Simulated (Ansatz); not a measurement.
# C2H7GeNO: the cost of one run

Computed with Ansatz 0.2.0, Gaussian basis. Level: the settings change from run to run.

## 1. The molecule

The geometry comes from an earlier relaxation with PBE0-D4 in a triple-zeta def2 set; it is a stationary point, not always the lowest conformer.

12 atoms, charge 0, spin multiplicity 1.

Atoms are counted from 1 here; the program's logs count them from 0.

Bond lengths: C1–O2 1.425 Å, C1–H6 1.088 Å, C1–H7 1.091 Å, C1–H8 1.091 Å, O2–C3 1.340 Å, C3–N4 1.264 Å, C3–Ge5 1.977 Å, N4–H9 1.014 Å, Ge5–H10 1.534 Å, Ge5–H11 1.534 Å, Ge5–H12 1.537 Å. Angles: O2–C1–H6 105.7°, O2–C1–H7 110.6°, O2–C1–H8 110.6°, H6–C1–H7 110.8°, H6–C1–H8 110.8°, H7–C1–H8 108.5°, C1–O2–C3 116.1°, O2–C3–N4 121.4°, O2–C3–Ge5 110.6°, N4–C3–Ge5 128.0°, C3–N4–H9 111.4°, C3–Ge5–H10 109.9°, C3–Ge5–H11 109.9°, C3–Ge5–H12 106.8°, H10–Ge5–H11 109.7°, H10–Ge5–H12 110.2°, H11–Ge5–H12 110.2°.

## 2. PBE0-DH/ANO-RCC-VTZP

Options: atoms shaken by 0.08 Å.

The input, in.yaml:

```yaml
crystal:
  periodic: [false, false, false]
  atoms:
    - {symbol: C, position_ang: [-1.709220, 0.617004, -0.975049]}
    - {symbol: O, position_ang: [-0.445806, 0.253465, -0.816383]}
    - {symbol: C, position_ang: [-0.003402, 0.021985, 0.442836]}
    - {symbol: N, position_ang: [-0.624796, 0.136318, 1.269728]}
    - {symbol: Ge, position_ang: [1.853878, -0.688290, 0.326704]}
    - {symbol: H, position_ang: [-1.909432, 0.838838, -2.012357]}
    - {symbol: H, position_ang: [-2.371114, -0.130329, -0.663187]}
    - {symbol: H, position_ang: [-1.764609, 1.620410, -0.408537]}
    - {symbol: H, position_ang: [-0.204302, -0.198651, 2.205054]}
    - {symbol: H, position_ang: [2.832905, 0.449103, -0.290027]}
    - {symbol: H, position_ang: [1.899035, -1.847014, -0.643887]}
    - {symbol: H, position_ang: [2.275386, -0.854038, 1.845949]}
basis:
  gaussian: {orbitals: ANO-RCC-VTZP}
hamiltonian: {xc: {name: PBE0-DH}}
output: {forces: true}
```

The run is started by

```bash
$ ansatz run in.yaml --threads 4 --pin off --events-out ev --progress --plain --max-ram 10444MiB
```

**Question.** How long does this run take on 4 threads of AMD EPYC 7B13, shared host, and how much memory does it need?

About 35 s, with a peak of 1.2 GiB.
